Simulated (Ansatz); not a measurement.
# CH₆GaNS: a ladder of functionals and wavefunction methods

The task here is to estimate one member of a computed series from the others.

Method: functionals in def2-TZVPP, the program's frozen cores in correlated methods; program: Ansatz 0.2.0, Gaussian basis.

Levels to be run: PBE-D4, r2SCAN-D4, PBE0-D4, B3LYP-D4, ωB97X-V, ωB97M-V, B2PLYP; CCSD(T)/def2-TZVPP; MP2/def2-QZVPP; extrapolation to the limit.

**The geometry**

All runs share one geometry, relaxed beforehand with PBE0-D4 in a triple-zeta def2 set.

SMILES `C[NH][GaH][SH]`, 10 atoms, charge 0, spin multiplicity 1.

Atoms are counted from 1 here; the program's logs count them from 0.

Bond lengths: C1–N2 1.444 Å, C1–H5 1.097 Å, C1–H6 1.097 Å, C1–H7 1.093 Å, N2–Ga3 1.811 Å, N2–H8 1.007 Å, Ga3–S4 2.206 Å, Ga3–H9 1.554 Å, S4–H10 1.343 Å. Angles: N2–C1–H5 112.4°, N2–C1–H6 112.3°, N2–C1–H7 109.9°, H5–C1–H6 107.8°, H5–C1–H7 107.1°, H6–C1–H7 107.1°, C1–N2–Ga3 126.6°, C1–N2–H8 113.5°, Ga3–N2–H8 120.0°, N2–Ga3–S4 118.0°, N2–Ga3–H9 121.1°, S4–Ga3–H9 120.8°, Ga3–S4–H10 94.6°.

Set-up of the first run:

The input, in.yaml:

```yaml
crystal:
  periodic: [false, false, false]
  atoms:
    - {symbol: C, position_ang: [-0.649595, 1.282189, 0.785315]}
    - {symbol: N, position_ang: [0.084845, 0.431452, -0.121749]}
    - {symbol: Ga, position_ang: [0.140903, -1.378683, -0.097236]}
    - {symbol: S, position_ang: [1.359928, -2.398579, -1.626565]}
    - {symbol: H, position_ang: [-1.398341, 1.895136, 0.268618]}
    - {symbol: H, position_ang: [0.006971, 1.958495, 1.346343]}
    - {symbol: H, position_ang: [-1.183821, 0.672369, 1.517878]}
    - {symbol: H, position_ang: [0.600676, 0.941245, -0.820596]}
    - {symbol: H, position_ang: [-0.645049, -2.192200, 0.967712]}
    - {symbol: H, position_ang: [1.766484, -1.262423, -2.216716]}
basis:
  gaussian: {orbitals: def2-TZVPP}
hamiltonian: {xc: pbe, dispersion: d4}
output: {forces: true, orbitals: {seedname: orbitals}}
```

Launch:

```console
> ansatz run in.yaml --threads 4 --pin off --events-out ev --progress --plain --max-ram 10444MiB
```

Steps of the session up to this table: PBE-D4 (GGA); r2SCAN-D4 (meta-GGA); PBE0-D4 (hybrid); B3LYP-D4 (hybrid); ωB97X-V (range-separated); ωB97M-V (range-separated); B2PLYP (double hybrid); CCSD(T) in def2-TZVPP; MP2 in def2-QZVPP.

One of the session's tables, all rows but one given; the rest of the session is left out.

| method | atomisation energy (kcal/mol) |
| --- | --- |
| PBE-D4 | ? |
| r2SCAN-D4 | 773.0 |
| PBE0-D4 | 771.2 |
| B3LYP-D4 | 770.3 |
| ωB97X-V | 777.2 |
| ωB97M-V | 774.1 |
| B2PLYP | 762.4 |
| HF/def2-TZVPP | 545.2 |
| MP2/def2-TZVPP | 760.9 |
| CCSD/def2-TZVPP | 743.0 |
| CCSD(T)/def2-TZVPP | 754.6 |
| MP2/CBS | 781.0 |
| CCSD(T)/CBS | 774.7 |

**Question.** Estimate the row for PBE-D4.

**Answer.** atomisation energy (kcal/mol): 782.9. In the column «atomisation energy (kcal/mol)» it is the highest.
